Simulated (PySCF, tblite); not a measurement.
**C8H12+ (doublet): geometry, infrared bands and EPR parameters**

What infrared bands and EPR parameters should C8H12+ (doublet) (`C[C+]1[CH]C=CC1(C)C`) show?

Computed with tblite 0.8.0 and PySCF 2.14.0, with density-fitted response routines of our own, on a single molecule in the gas phase. Atoms count from 0, in the outputs and in this text.

**1. The starting structure**

20 atoms, charge 1, multiplicity 2; geometry from: force field or distance geometry start.

Bonds of the start (Å): C0–C1 1.49, C1–C2 1.49, C2–C3 1.47, C3–C4 1.34, C4–C5 1.50, C5–C6 1.52, C5–C7 1.51, C5–C1 1.49, C0–H8 1.12, C0–H9 1.11, C0–H10 1.13, C2–H11 1.13, C3–H12 1.11, C4–H13 1.09, C6–H14 1.11, C6–H15 1.13, C6–H16 1.10, C7–H17 1.12, C7–H18 1.09, C7–H19 1.12.

**2. Geometry optimisation with GFN2-xTB**

What the job is given:

```
{"job": {"kind": "relax", "xc": "GFN2-xTB", "basis": "xTB"}, "charge": 1, "multiplicity": 2}
C     -1.451100     1.612200     0.326800
C     -0.823300     0.403200    -0.268900
C     -1.387900    -0.494700    -1.321500
C     -0.866000    -1.803500    -0.901600
C      0.202000    -1.671100    -0.107600
C      0.494100    -0.207800     0.052300
C      0.977400     0.098000     1.459300
C      1.600400     0.289300    -0.844400
H     -0.723000     2.199100     0.935100
H     -1.811300     2.222100    -0.523800
H     -2.313300     1.272900     0.976900
H     -2.514100    -0.530400    -1.244400
H     -1.260000    -2.811800    -1.136200
H      0.771900    -2.490200     0.322200
H      0.915500     1.195800     1.639700
H      2.073400    -0.162800     1.475500
H      0.416200    -0.490900     2.199600
H      1.819900     1.334700    -0.524700
H      1.339300     0.325000    -1.905700
H      2.534600    -0.278500    -0.611800
```

On the command line:

```console
> OMP_NUM_THREADS=1 python probes_run.py task.json out
```

One launch serves the whole session: the jobs run in the order shown.

**Question.** This job is followed by: GFN2-xTB harmonic vibrations, gas phase; UKS B3LYP, pcH-1 on C H, non-relativistic, mean-field spin-orbit, GIAO. Predict these results of the whole session: strongest single infrared mode (GFN2-xTB); zero-point energy (GFN2-xTB); g(iso) (B3LYP); ⟨S²⟩; largest a(iso) (averaged by class).

As calculated:

| quantity | value |
| --- | --- |
| strongest single infrared mode (GFN2-xTB) | 1319 cm⁻¹, 216 km/mol |
| zero-point energy (GFN2-xTB) | 107.2 kcal/mol |
| g(iso) (B3LYP) | 2.00249 |
| ⟨S²⟩ | 0.760 (exact 0.75) |
| largest a(iso) (averaged by class) | 1H on H8, H9, H10, 51.9 MHz |

The optimisation took 80 steps and gained 1.872 eV; among the close pairs (by a distance rule), C1–C2 changed most, from 1.494 to 1.398 Å. All 54 modes are real, so the xTB geometry is a minimum. The strongest single mode, at 1319 cm⁻¹, moves mainly H9 and H10. GFN2-xTB is a fitted tight-binding method: band positions and strengths are rough. Its intensities can rank the bands wrongly. The largest spin populations lie on C4 (0.50 e), C1 (0.39 e). The isotropic g lies 0.2 ppt above the free-electron value.
